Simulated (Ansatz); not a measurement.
# Pt: the cost of one run

Method: DFT PBEsol, scalar-relativistic, plane waves, PAW, in Ansatz 0.2.0.

The COD entry's cell or inner coordinates are ideal or old and differ from later refinements, so a difference from it is no clean test against experiment.

## Step 1: The starting structure

The structure is cubic, space group Fm-3m (No. 225). The conventional cell has a = 3.916 Å, b = 3.916 Å, c = 3.916 Å, α = 90.00°, β = 90.00°, γ = 90.00°. Around Pt (site symmetry m-3m) lie 12 Pt at 2.77 Å.

Structure file:

```cif
data_structure
_symmetry_space_group_name_H-M 'P 1'
_symmetry_Int_Tables_number 1
_cell_length_a 2.7689
_cell_length_b 2.7689
_cell_length_c 2.7689
_cell_angle_alpha 60.000
_cell_angle_beta 60.000
_cell_angle_gamma 60.000
_cell_volume 15.01
loop_
_atom_site_label
_atom_site_type_symbol
_atom_site_fract_x
_atom_site_fract_y
_atom_site_fract_z
_atom_site_occupancy
Pt1 Pt 0.00000 0.00000 0.00000 1
```

No relaxation comes first: the listed cell is the starting point.

## Step 2: The reference cell

Reference values: F = -12383.8304 eV; pressure 0.60 GPa; largest force 0.000 eV/Å; gap on the mesh none (metal). It was computed beforehand with the settings of the runs below.

## Step 3: The scan: energy and stress against strain

The cell is strained by ε times the Voigt pattern (1, 1, 0, 0, 0, 0) (xx, yy, zz, yz, xz, xy; engineering shear), with fractional coordinates fixed (clamped ions). The stress on the pattern is the sum of the stress components weighted by it, tension positive.

## Step 4: ε = -0.1000

The input, input.yaml:

```yaml
crystal:
  lattice:
    - [0.0, 1.76211, 1.9579]
    - [1.76211, 0.0, 1.9579]
    - [1.76211, 1.76211, 0.0]
  atoms:
    - { symbol: Pt, position: [0.0, 0.0, 0.0] }
basis:
  ecutwfc: 420
kpoints:
  mp_grid: { grid: [20, 20, 20] }
hamiltonian:
  xc: pbesol
scf:
  occupations: { method: gaussian, width: 0.15 }
output:
  forces: true
  stress: true
  eigenvalues: true
```

Run with:

```console
$ ansatz run input.yaml --threads 1 --pin off --max-ram 2560MiB --backend cpu --events-out ev --progress --plain --runs-dir out
```

Q: Estimate wall time and peak memory on 1 thread of Intel Xeon at 2.70GHz, shared host.

About 6.7 s, with a peak of 0.4 GiB.
